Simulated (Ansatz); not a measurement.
# Pb (Lead): the cost of one run

Computed with Ansatz 0.2.0 (DFT r²SCAN, scalar-relativistic, plane waves, PAW, unless a step's input says otherwise).

### 1 The system as given

It takes space group Fm-3m (No. 225, cubic). The conventional cell has a = 4.989 Å, b = 4.989 Å, c = 4.989 Å, α = 90.00°, β = 90.00°, γ = 90.00°. Pb (site symmetry m-3m) is surrounded by 12 Pb at 3.53 Å.

Coordinates:

```cif
data_structure
_symmetry_space_group_name_H-M 'Fm-3m'
_symmetry_Int_Tables_number 225
_cell_length_a 4.9891
_cell_length_b 4.9891
_cell_length_c 4.9891
_cell_angle_alpha 90.000
_cell_angle_beta 90.000
_cell_angle_gamma 90.000
_cell_volume 124.19
loop_
_atom_site_label
_atom_site_type_symbol
_atom_site_symmetry_multiplicity
_atom_site_Wyckoff_symbol
_atom_site_fract_x
_atom_site_fract_y
_atom_site_fract_z
_atom_site_occupancy
Pb1 Pb 4 a 0.00000 0.00000 0.00000 1
```

An earlier run at r²SCAN left this cell at 31.047 Å³/atom and 0.01 GPa (16×16×16 mesh).

### 2 Volume × 0.96

input.yaml reads:

```yaml
crystal:
  lattice:
    - [0.0, 2.4608544733, 2.4608544733]
    - [2.4608544733, 0.0, 2.4608544733]
    - [2.4608544733, 2.4608544733, 0.0]
  atoms:
    - { symbol: Pb, position: [0.0, 0.0, 0.0] }
basis:
  ecutwfc: 500
  ecutrho_ratio: 4
kpoints:
  mp_grid: { grid: [16, 16, 16] }
hamiltonian:
  xc: r2scan
scf:
  occupations: { method: gaussian, width: 0.05 }
output:
  forces: true
  stress: true
  eigenvalues: true
```

On the command line:

```console
$ ansatz run input.yaml --threads 1 --pin off --max-ram 2560MiB --backend cpu --events-out ev --progress --plain --runs-dir out
```

**Question.** How long does this run take on 1 thread of Intel Xeon 6975P-C (Granite Rapids), shared host, and how much memory does it need?

About 3 s, with a peak of 0.48 GiB.
